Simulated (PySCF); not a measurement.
# A diatomic session: KIn+

The task here is to estimate one member of a computed series from the others.

Computed with PySCF 2.14.0. Level: K x2c-SVPall, In x2c-SVPall, spin-free X2C with a Gaussian nucleus.

Set-up of the first run:

The job is set up so:

```json
{
 "atoms": "K, In",
 "charge": "1",
 "basis": "K x2c-SVPall, In x2c-SVPall",
 "Hamiltonian": "spin-free X2C with a Gaussian nucleus",
 "basis functions": "60",
 "electrons treated": "67",
 "masses in u": "38.9637, 114.9039",
 "levels": "PBE0, PBE, r²SCAN, BLYP, LDA, BHandHLYP, ωB97X, HF, MP2, SCS-MP2, CCSD, CCSD(T)",
 "grid": "80 radial by 434 angular points",
 "occupations": "held fixed by the projection of orbital angular momentum",
 "dissociation limit": "K+ + In, each in its ground configuration",
 "starting distance in angstrom": "3.435",
 "values of 2S to try": "1, 3"
}
```

Launch:

```bash
$ OMP_NUM_THREADS=1 python dia.py task.json out
```

Among the steps run: Input; First curve: PBE0; Other states along the same grid; PBE (GGA); r²SCAN; BLYP; LDA; BHandHLYP (global hybrid GGA); ωB97X (range-separated hybrid); UHF; Adding correlation.

One table of the session follows, with a row left open; its other results are not shown here.

| level | Re (Å) | ωe (cm⁻¹) | De (eV) |
| --- | --- | --- | --- |
| UHF | ? | ? | ? |
| UHF-MP2 | 4.120 | 68.7 | 0.59 |
| UHF-SCS-MP2 | 4.141 | 67.9 | 0.58 |
| UHF-CCSD | 4.128 | 69.0 | 0.59 |
| UHF-CCSD(T) | 4.123 | 69.2 | 0.59 |
| LDA | 3.994 | 66.1 | 0.76 |
| PBE | 4.128 | 62.2 | 0.72 |
| BLYP | 4.179 | 59.0 | 0.71 |
| r²SCAN | 4.112 | 65.5 | 0.62 |
| PBE0 | 4.087 | 65.6 | 0.67 |
| BHandHLYP | 4.068 | 67.0 | 0.64 |
| ωB97X | 3.956 | 73.7 | 0.59 |

Estimate the missing values for UHF.

**Answer.** Re (Å): 4.215; ωe (cm⁻¹): 65.1; De (eV): 0.55. In the column «Re (Å)» it is the highest.

De is counted to K+ + In in their ground configurations.
